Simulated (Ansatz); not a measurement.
# ClH3O2Sn: the cost of one run

All numbers below are computed with Ansatz 0.2.0 (RKS PBE-D4/def2-SVPD).

## 1. Starting point

Bond lengths: O1–Sn2 1.937 Å, Sn2–O3 1.954 Å, Sn2–Cl4 2.293 Å, O1–H5 1.043 Å, Sn2–H6 1.755 Å, O3–H7 0.978 Å. Angles: O1–Sn2–O3 107.8°, O1–Sn2–Cl4 110.6°, O1–Sn2–H6 109.6°, O3–Sn2–Cl4 107.9°, O3–Sn2–H6 110.1°, Cl4–Sn2–H6 110.8°, Sn2–O1–H5 105.1°, Sn2–O3–H7 108.3°.

Coordinates:

```xyz
7

O    -0.1853    1.4544   -0.8268
Sn   -0.0870   -0.0741    0.3584
O     1.6858   -0.8714    0.1589
Cl   -1.6406   -1.6534   -0.2328
H    -1.1691    1.7937   -0.7520
H    -0.3302    0.4497    2.0158
H     1.7877   -1.1670   -0.7673
```

## 2. End point A

input.yaml

```yaml
crystal:
  periodic: [false, false, false]
  atoms:
    - { symbol: O, position_ang: [-0.1853, 1.4544, -0.8268] }
    - { symbol: Sn, position_ang: [-0.087, -0.0741, 0.3584] }
    - { symbol: O, position_ang: [1.6858, -0.8714, 0.1589] }
    - { symbol: Cl, position_ang: [-1.6406, -1.6534, -0.2328] }
    - { symbol: H, position_ang: [-1.1691, 1.7937, -0.752] }
    - { symbol: H, position_ang: [-0.3302, 0.4497, 2.0158] }
    - { symbol: H, position_ang: [1.7877, -1.167, -0.7673] }
basis:
  gaussian: { orbitals: def2-SVPD }
hamiltonian:
  xc: pbe
  dispersion: d4
relax:
  f_tol: 0.02
  max_steps: 50
```

Launch:

```console
> ansatz run input.yaml --threads 2 --pin off --max-ram 3072MiB --backend cpu --events-out ev --progress --plain --runs-dir out
```

Q: Estimate wall time and peak memory on 2 threads of AMD EPYC 9R45 (Zen 5), shared host.

About 15 s, with a peak of 0.18 GiB.
